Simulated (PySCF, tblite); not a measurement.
# C2H7NSi2: a rotation path, then NMR shifts on frames, part 2 of 2

tblite 0.8.0 and PySCF 2.14.0. Atoms count from 0. The steps go on from the part before.

## Step 5: Shielding tensors: image 6, PBE0/pcSseg-1

The job: settings as JSON, then the geometry in Å.

```
{"job": {"kind": "nmr", "xc": "PBE0", "basis": "pcSseg-1", "pop": false}, "charge": 0, "multiplicity": 1}
C      2.795100    -0.508000    -0.923100
C      1.932400     0.185300    -0.452400
Si     0.562800     1.184000     0.289000
Si    -1.475500     0.223900    -0.188600
N     -1.412900    -1.345400     0.524000
H      3.559700    -1.103300    -1.333200
H      0.873400     1.237100     1.731300
H      0.736500     2.551700    -0.228300
H     -2.600800     1.046900     0.306700
H     -1.755000    -0.040300    -1.603300
H     -2.185000    -1.979500     0.403400
H     -1.029500    -1.453000     1.448300
```

Level: GIAO PBE0/pcSseg-1 NMR shielding, non-relativistic, gas phase.

Standard output:

```text
coarse grid: 10824 points
cycle   1  E = -713.5742934717  dE =  3.039e-01  |g| = 5.219e-01  |ddm| = 3.154e+00
cycle   2  E = -713.5342266803  dE =  4.007e-02  |g| = 6.648e-01  |ddm| = 1.208e+00
cycle   3  E = -713.6365177236  dE = -1.023e-01  |g| = 8.639e-02  |ddm| = 7.147e-01
cycle   4  E = -713.6377585285  dE = -1.241e-03  |g| = 4.626e-02  |ddm| = 9.478e-02
cycle   5  E = -713.6382380804  dE = -4.796e-04  |g| = 1.904e-02  |ddm| = 4.420e-02
cycle   6  E = -713.6383266171  dE = -8.854e-05  |g| = 2.614e-03  |ddm| = 1.534e-02
cycle   7  E = -713.6383286099  dE = -1.993e-06  |g| = 2.729e-04  |ddm| = 3.487e-03
final grid: 94864 points
cycle   8  E = -713.6650426978  dE = -1.563e-05  |g| = 5.843e-03  |ddm| = 2.078e-02
cycle   9  E = -713.6650368679  dE =  5.830e-06  |g| = 7.846e-03  |ddm| = 1.233e-02
cycle  10  E = -713.6650502463  dE = -1.338e-05  |g| = 5.553e-04  |ddm| = 7.012e-03
cycle  11  E = -713.6650503141  dE = -6.775e-08  |g| = 1.577e-04  |ddm| = 7.008e-04
cycle  12  E = -713.6650503200  dE = -5.915e-09  |g| = 5.289e-05  |ddm| = 1.875e-04
cycle  13  E = -713.6650503203  dE = -3.477e-10  |g| = 3.624e-05  |ddm| = 5.617e-05
cycle  14  E = -713.6650503207  dE = -3.392e-10  |g| = 4.069e-06  |ddm| = 2.790e-05
converged SCF energy = -713.6650503207

GIAO shielding tensors (ppm)
atom      isotropic    diamagn.    paramagn.     s11        s22        s33       span
  0 C       80.998     260.365    -179.367     -4.905     -2.931    250.831    255.736
  1 C      103.463     260.616    -157.153      9.100     11.581    289.709    280.609
  2 Si     451.545     880.520    -428.975    431.976    454.983    467.675     35.699
  3 Si     402.582     878.927    -476.345    360.313    376.928    470.507    110.194
  4 N      271.001     316.697     -45.696    229.741    265.888    317.373     87.631
  5 H       29.808      33.071      -3.263     24.601     24.791     40.031     15.430
  6 H       27.325      28.525      -1.200     24.071     25.661     32.245      8.174
  7 H       27.472      27.688      -0.215     23.714     25.828     32.875      9.161
  8 H       26.617      28.284      -1.667     22.755     24.854     32.242      9.488
  9 H       26.673      29.065      -2.392     23.959     24.715     31.345      7.386
 10 H       31.780      29.680       2.100     23.582     27.376     44.382     20.800
 11 H       32.037      32.092      -0.056     24.228     29.135     42.746     18.517
```

Wall time 12 s (1 thread of AMD EPYC 7R43, shared host); peak memory 0.7 GiB.

This run: δ C0 105.9, C1 83.5, Si3 -53.4, Si2 -102.4, H8 5.10, H9 5.04 ppm.

## Step 6: Nuclear shieldings: image 7, PBE0/pcSseg-1

The job: settings as JSON, then the geometry in Å.

```
{"job": {"kind": "nmr", "xc": "PBE0", "basis": "pcSseg-1", "pop": false}, "charge": 0, "multiplicity": 1}
C      2.843000    -0.402200    -1.055500
C      1.969300     0.220300    -0.511800
Si     0.586800     1.107100     0.339200
Si    -1.436100     0.169800    -0.237200
N     -1.521500    -1.300100     0.661100
H      3.616500    -0.936200    -1.528700
H      0.902400     1.012400     1.778100
H      0.735300     2.525700    -0.027800
H     -2.567900     1.085400     0.026600
H     -1.577500    -0.259800    -1.631500
H     -2.305600    -1.917800     0.533000
H     -1.243500    -1.305300     1.628400
```

With the program's defaults for keys left out, this is: GIAO PBE0/pcSseg-1 NMR shielding, non-relativistic, gas phase.

Standard output:

```text
coarse grid: 10824 points
cycle   1  E = -713.5742513296  dE =  3.043e-01  |g| = 5.216e-01  |ddm| = 3.156e+00
cycle   2  E = -713.5346444410  dE =  3.961e-02  |g| = 6.636e-01  |ddm| = 1.195e+00
cycle   3  E = -713.6364594205  dE = -1.018e-01  |g| = 8.623e-02  |ddm| = 7.014e-01
cycle   4  E = -713.6377085067  dE = -1.249e-03  |g| = 4.563e-02  |ddm| = 9.417e-02
cycle   5  E = -713.6381715590  dE = -4.631e-04  |g| = 1.918e-02  |ddm| = 4.388e-02
cycle   6  E = -713.6382616730  dE = -9.011e-05  |g| = 2.603e-03  |ddm| = 1.531e-02
cycle   7  E = -713.6382636359  dE = -1.963e-06  |g| = 2.755e-04  |ddm| = 3.456e-03
final grid: 94864 points
cycle   8  E = -713.6649045044  dE = -1.552e-05  |g| = 5.946e-03  |ddm| = 2.177e-02
cycle   9  E = -713.6648983579  dE =  6.146e-06  |g| = 8.033e-03  |ddm| = 1.240e-02
cycle  10  E = -713.6649123109  dE = -1.395e-05  |g| = 5.559e-04  |ddm| = 7.030e-03
cycle  11  E = -713.6649123794  dE = -6.854e-08  |g| = 1.655e-04  |ddm| = 6.970e-04
cycle  12  E = -713.6649123852  dE = -5.739e-09  |g| = 7.725e-05  |ddm| = 1.937e-04
cycle  13  E = -713.6649123863  dE = -1.179e-09  |g| = 3.409e-05  |ddm| = 6.855e-05
cycle  14  E = -713.6649123866  dE = -3.006e-10  |g| = 3.894e-06  |ddm| = 2.971e-05
converged SCF energy = -713.6649123866

GIAO shielding tensors (ppm)
atom      isotropic    diamagn.    paramagn.     s11        s22        s33       span
  0 C       81.132     260.292    -179.160     -4.289     -2.952    250.637    254.926
  1 C      103.190     260.331    -157.140      8.167     11.569    289.835    281.668
  2 Si     450.362     880.516    -430.153    434.148    451.767    465.171     31.023
  3 Si     401.244     878.905    -477.661    359.647    375.557    468.528    108.881
  4 N      270.267     316.183     -45.916    228.372    264.013    318.415     90.043
  5 H       29.803      33.001      -3.197     24.627     24.787     39.996     15.369
  6 H       27.372      28.645      -1.273     24.168     25.788     32.160      7.992
  7 H       27.466      27.712      -0.246     23.670     25.897     32.832      9.162
  8 H       26.591      28.344      -1.753     22.670     24.889     32.213      9.543
  9 H       26.645      29.221      -2.576     24.094     24.693     31.147      7.053
 10 H       31.800      29.513       2.287     23.586     27.411     44.404     20.819
 11 H       32.063      31.729       0.334     24.187     29.179     42.822     18.635
```

Wall time 12 s (1 thread of AMD EPYC 7R43, shared host); peak memory 0.7 GiB.

This run: δ C0 105.8, C1 83.7, Si3 -52.1, Si2 -101.2, H8 5.13, H9 5.07 ppm.

## Step 7: Shielding tensors: image 8, PBE0/pcSseg-1

The job: settings as JSON, then the geometry in Å.

```
{"job": {"kind": "nmr", "xc": "PBE0", "basis": "pcSseg-1", "pop": false}, "charge": 0, "multiplicity": 1}
C      2.915600    -0.277400    -1.175100
C      2.030200     0.249900    -0.555100
Si     0.627900     1.012100     0.381600
Si    -1.392000     0.098700    -0.248000
N     -1.666600    -1.256900     0.783600
H      3.697100    -0.733300    -1.713000
H      0.974700     0.842200     1.804400
H      0.710600     2.455400     0.102700
H     -2.474500     1.106600    -0.196500
H     -1.437400    -0.475900    -1.595900
H     -2.460300    -1.851800     0.608600
H     -1.523900    -1.170400     1.776600
```

Level: GIAO PBE0/pcSseg-1 NMR shielding, non-relativistic, gas phase.

Standard output:

```text
coarse grid: 10824 points
cycle   1  E = -713.5748691228  dE =  3.007e-01  |g| = 5.200e-01  |ddm| = 3.159e+00
cycle   2  E = -713.5364153382  dE =  3.845e-02  |g| = 6.591e-01  |ddm| = 1.166e+00
cycle   3  E = -713.6366856991  dE = -1.003e-01  |g| = 8.574e-02  |ddm| = 6.810e-01
cycle   4  E = -713.6379342935  dE = -1.249e-03  |g| = 4.476e-02  |ddm| = 9.353e-02
cycle   5  E = -713.6383767600  dE = -4.425e-04  |g| = 1.918e-02  |ddm| = 4.337e-02
cycle   6  E = -713.6384670497  dE = -9.029e-05  |g| = 2.619e-03  |ddm| = 1.525e-02
cycle   7  E = -713.6384690181  dE = -1.968e-06  |g| = 2.830e-04  |ddm| = 3.431e-03
final grid: 94864 points
cycle   8  E = -713.6648456011  dE = -1.540e-05  |g| = 5.894e-03  |ddm| = 2.205e-02
cycle   9  E = -713.6648396074  dE =  5.994e-06  |g| = 7.950e-03  |ddm| = 1.211e-02
cycle  10  E = -713.6648532547  dE = -1.365e-05  |g| = 5.591e-04  |ddm| = 6.823e-03
cycle  11  E = -713.6648533239  dE = -6.919e-08  |g| = 1.716e-04  |ddm| = 7.007e-04
cycle  12  E = -713.6648533297  dE = -5.862e-09  |g| = 8.697e-05  |ddm| = 1.968e-04
cycle  13  E = -713.6648533314  dE = -1.633e-09  |g| = 3.080e-05  |ddm| = 7.254e-05
cycle  14  E = -713.6648533316  dE = -2.484e-10  |g| = 3.948e-06  |ddm| = 2.867e-05
converged SCF energy = -713.6648533316

GIAO shielding tensors (ppm)
atom      isotropic    diamagn.    paramagn.     s11        s22        s33       span
  0 C       81.129     260.209    -179.080     -3.899     -2.961    250.247    254.145
  1 C      103.188     259.880    -156.692      7.741     11.808    290.015    282.273
  2 Si     450.060     880.458    -430.397    432.284    452.602    465.295     33.011
  3 Si     399.981     878.890    -478.909    357.431    374.385    468.126    110.696
  4 N      269.566     315.606     -46.040    227.946    262.428    318.325     90.379
  5 H       29.788      32.911      -3.123     24.643     24.787     39.935     15.292
  6 H       27.411      28.594      -1.184     24.087     25.983     32.162      8.076
  7 H       27.477      27.817      -0.340     23.660     26.038     32.733      9.072
  8 H       26.553      28.465      -1.912     22.524     25.011     32.125      9.601
  9 H       26.636      29.422      -2.786     24.144     24.846     30.917      6.772
 10 H       31.783      29.260       2.523     23.563     27.487     44.301     20.738
 11 H       32.082      31.250       0.832     24.203     29.085     42.959     18.756
```

It took 13 s on 1 thread of AMD EPYC 7R43, shared host; peak memory 0.7 GiB.

This run: δ C0 105.8, C1 83.7, Si3 -50.8, Si2 -100.9, H8 5.16, H9 5.08 ppm.

## Step 8: Run by run: NMR shifts

Shifts (ppm) of some atoms, chosen among heavy atoms and hydrogens apart, with basis size and wall time:

```
  frame     C0    C1    H9    H11    Si3     Si2    N4  functions  time
image 0  106.1  82.8  4.89   0.17  -59.3  -102.3  -4.0        134  22 s
image 3  106.8  82.6  4.91  -0.13  -60.1  -102.8  -3.0        134  13 s
image 6  105.9  83.5  5.04  -0.32  -53.4  -102.4  -3.3        134  12 s
image 7  105.8  83.7  5.07  -0.35  -52.1  -101.2  -2.5        134  12 s
image 8  105.8  83.7  5.08  -0.37  -50.8  -100.9  -1.8        134  13 s
```

## Step 9: What came out

The summary covers parts 1 to 2.

| quantity | value |
| --- | --- |
| barrier | 0.024 eV (0.6 kcal/mol) at image 6 |
| end to end (GFN2-xTB) | 0.019 eV |
| 13C shifts against TMS (PBE0/pcSseg-1, image 0) | 106.1, 82.8 ppm |
| 1H shifts against TMS (PBE0/pcSseg-1, image 0) | 5.13, 4.89, 4.36, 4.22, 1.92, 0.17, -0.07 ppm |
| 29Si shifts against TMS (PBE0/pcSseg-1, image 0) | -59.3, -102.3 ppm |
| 15N shifts against NH3 (PBE0/pcSseg-1, image 0) | -4.0 ppm |
| surface potential, 1st and 99th percentile | -1.18 V and 1.56 V |
| range of the shift of Si3 | -60.1 to -50.8 ppm |

**Reading.** Along the band the dihedral turns by 121°, and the top (dihedral 61°) lies 0.6 kcal/mol above the start (GFN2-xTB, rough), so at room temperature this motion is fast. Ends this close can change order at a higher level. The top was not checked by a frequency run. Shifts at one fixed geometry are not the observed spectrum, which averages over the motion. In the first frame run (image 0): Shielding is most anisotropic at C1 (span 279 ppm, paramagnetic term -157 ppm). By nearest atom (PBE0/pcSseg-1), the HOMO sits on N4 57 %; H8 15 % and the LUMO on Si2, Si3 about 15 % each; C0, C1 about 12 % each. In ppm, Si3 moves most: its shift spreads over 9.2 ppm, from -60.1 (image 3) to -50.8 (image 8).
